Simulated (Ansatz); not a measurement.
# HOZr: the cost of one run

Program: Ansatz 0.2.0, Gaussian basis. Level of theory: the settings change from run to run. These are calculated values, not measurements.

34 further runs of the same task are left out: 12 for a known fault of the program, 9 that didn't finish, 13 set aside as unsound or not needed.

## (1) What is computed

The geometry is a PBE0/def2-TZVP stationary point (not a proven minimum) of the parent state, kept for this charge and spin. No spin-orbit coupling is included. Elements past krypton take def2 core potentials.

3 atoms, charge 1, spin multiplicity 5.

Atoms are counted from 1 here; the program's logs count them from 0.

Bond lengths: Zr1–O2 2.620 Å, O2–H3 0.978 Å. Angles: Zr1–O2–H3 103.1°.

## (2) BCCD on ROHF/def2-SVP

Contents of in.yaml:

```yaml
crystal:
  periodic: [false, false, false]
  atoms:
    - {symbol: Zr, position_ang: [0.000000, -0.236551, 1.833008]}
    - {symbol: O, position_ang: [0.000000, -0.352513, -0.784724]}
    - {symbol: H, position_ang: [0.000000, 0.589064, -1.048284]}
basis:
  gaussian: {orbitals: def2-SVP}
total_charge: 1
magnetization: {spin_polarized: false, initial_magnetization: 4}
correlation: {method: bccd, electrons: outside_noble_gas}
scf: {lower_state_search: off}
output: {forces: true}
```

Launch:

```bash
$ ansatz run in.yaml --threads 1 --pin off --events-out ev --progress --plain --max-ram 2393MiB
```

Q: Estimate wall time and peak memory on 1 thread of Arm Neoverse V1, shared host.

About 23 s, with a peak of 0.25 GiB.
